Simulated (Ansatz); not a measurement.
# C2H6O3SSi: one species, many methods

Aim: compute C2H6O3SSi with functionals from several rungs and with coupled cluster, and see how far each lands from CCSD(T) at the basis-set limit for the atomisation energy.

The runs use Ansatz 0.2.0, Gaussian basis; functionals in def2-TZVPP, the program's frozen cores in correlated methods.

Plan: PBE-D4, r2SCAN-D4, PBE0-D4, B3LYP-D4, ωB97X-V, ωB97M-V, B2PLYP; CCSD(T)/def2-TZVPP; MP2/def2-QZVPP; extrapolation to the limit.

## 1. The geometry

The geometry comes from an earlier relaxation with PBE0-D4 in a triple-zeta def2 set; it is a stationary point, not always the lowest conformer.

SMILES `C=CS[Si](O)(O)O`, 13 atoms, charge 0, spin multiplicity 1.

Atoms are counted from 1 here; the program's logs count them from 0.

Bond lengths: C1–C2 1.329 Å, C1–H8 1.085 Å, C1–H9 1.084 Å, C2–S3 1.760 Å, C2–H10 1.086 Å, S3–Si4 2.144 Å, Si4–O5 1.628 Å, Si4–O6 1.625 Å, Si4–O7 1.625 Å, O5–H11 0.959 Å, O6–H12 0.959 Å, O7–H13 0.960 Å. Angles: C2–C1–H8 122.9°, C2–C1–H9 119.6°, H8–C1–H9 117.4°, C1–C2–S3 128.6°, C1–C2–H10 119.9°, S3–C2–H10 111.5°, C2–S3–Si4 101.6°, S3–Si4–O5 112.1°, S3–Si4–O6 106.3°, S3–Si4–O7 110.7°, O5–Si4–O6 108.7°, O5–Si4–O7 108.5°, O6–Si4–O7 110.4°, Si4–O5–H11 117.1°, Si4–O6–H12 117.6°, Si4–O7–H13 116.5°.

## 2. PBE-D4 (GGA)

in.yaml

```yaml
crystal:
  periodic: [false, false, false]
  atoms:
    - {symbol: C, position_ang: [1.312934, 1.523922, -0.331001]}
    - {symbol: C, position_ang: [1.476483, 0.415576, -1.046729]}
    - {symbol: S, position_ang: [0.877049, -1.205627, -0.713751]}
    - {symbol: Si, position_ang: [-0.884393, -0.785486, 0.434741]}
    - {symbol: O, position_ang: [-0.528462, -0.239727, 1.927132]}
    - {symbol: O, position_ang: [-1.686749, -2.192231, 0.572946]}
    - {symbol: O, position_ang: [-1.807427, 0.323088, -0.312383]}
    - {symbol: H, position_ang: [0.783818, 1.541623, 0.615789]}
    - {symbol: H, position_ang: [1.745108, 2.454876, -0.679122]}
    - {symbol: H, position_ang: [2.054850, 0.444383, -1.965482]}
    - {symbol: H, position_ang: [0.074432, -0.768475, 2.452698]}
    - {symbol: H, position_ang: [-2.072566, -2.563999, -0.221909]}
    - {symbol: H, position_ang: [-1.345076, 1.052096, -0.732917]}
basis:
  gaussian: {orbitals: def2-TZVPP}
hamiltonian: {xc: pbe, dispersion: d4}
output: {forces: true, orbitals: {seedname: orbitals}}
```

Launch:

```bash
$ ansatz run in.yaml --threads 2 --pin off --events-out ev --progress --plain --max-ram 22528MiB --backend cuda --devices 0, --max-vram 18GiB
```

After this run come: r2SCAN-D4 (meta-GGA); PBE0-D4 (hybrid); B3LYP-D4 (hybrid); ωB97X-V (range-separated); ωB97M-V (range-separated); B2PLYP (double hybrid); CCSD(T) in def2-TZVPP; MP2 in def2-QZVPP.

Before running them: what should the planned runs give, taken together? Wanted: atomisation energy, CCSD(T)/CBS; farthest; mean size of error, hybrid; mean size of error, range-separated; gap, smallest and largest; T1 diagnostic; triples share of the correlation energy.

As calculated:

| quantity | value |
| --- | --- |
| atomisation energy, CCSD(T)/CBS | 5360.8 kJ/mol |
| functionals within 26.8 kJ/mol (0.5 %) | r2SCAN-D4, ωB97X-V, ωB97M-V |
| farthest | PBE-D4 (+95.4 kJ/mol) |
| mean size of error, hybrid | 40.0 kJ/mol |
| mean size of error, range-separated | 9.4 kJ/mol |
| gap, smallest and largest | 4.26 eV (PBE-D4), 10.74 eV (ωB97X-V) |
| T1 diagnostic | 0.0123 |
| triples share of the correlation energy | 4.0 % |

What this shows: PBE-D4 is off by +95.4 kJ/mol. Double hybrids carry the basis error of their MP2 part in triple zeta, and no dispersion term here, so their miss is partly the set-up's. The reference freezes the cores and leaves out relativity and excitations past (T), so misses under about 26.8 kJ/mol can't be ranked. Hartree-Fock recovers 70 % of the binding; the rest is correlation. The gap grows from 4.3 to 10.7 eV across the functionals, mostly with the share of exact exchange.
